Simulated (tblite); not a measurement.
# C8H10B2: the cost of one run

Computed with tblite 0.8.0 and PySCF 2.14.0, with density-fitted response routines of our own, on a single molecule in the gas phase. Atoms are numbered from 0 throughout.

### Step 1. Starting geometry

20 atoms, charge 0, multiplicity 1; geometry from: force field or distance geometry start.

Bonds of the start (Å): B0–C1 1.59, C1–C2 1.34, C2–B3 1.59, B3–C4 1.57, C4–C5 1.34, C5–C6 1.48, C6–C7 1.34, C7–C8 1.47, C8–C9 1.33, C8–C1 1.46, B0–H10 1.18, B0–H11 1.18, C2–H12 1.07, B3–H13 1.19, C4–H14 1.08, C5–H15 1.08, C6–H16 1.09, C7–H17 1.07, C9–H18 1.08, C9–H19 1.08.

### Step 2. Geometry optimisation with GFN2-xTB

The job: settings as JSON, then the geometry in Å.

```
{"job": {"kind": "relax", "xc": "GFN2-xTB", "basis": "xTB"}, "charge": 0, "multiplicity": 1}
B      2.854100    -0.560500     0.173500
C      1.269300    -0.501900     0.055900
C      0.599000    -1.665400     0.009600
B     -0.966600    -1.840100    -0.218300
C     -1.952400    -0.765300    -0.789600
C     -2.268900     0.408800    -0.234200
C     -1.664000     0.930500     1.007000
C     -0.345800     1.102700     1.175900
C      0.620100     0.809400     0.103800
C      0.937600     1.771000    -0.762900
H      3.415800    -1.593200     0.169000
H      3.465200     0.438600     0.271400
H      1.130300    -2.596200     0.067600
H     -1.295700    -2.968600    -0.384900
H     -2.546600    -1.073000    -1.643600
H     -3.090400     0.973400    -0.640100
H     -2.330200     1.280300     1.791900
H      0.014300     1.515600     2.097900
H      1.667400     1.593700    -1.543900
H      0.482500     2.751000    -0.708900
```

The run is started by

```console
$ OMP_NUM_THREADS=1 python probes_run.py task.json out
```

One launch serves the whole session: the jobs run in the order shown.

Q: Estimate the wall time of this first job on 1 thread of Arm Neoverse N1, shared host.

About 1.7 s.
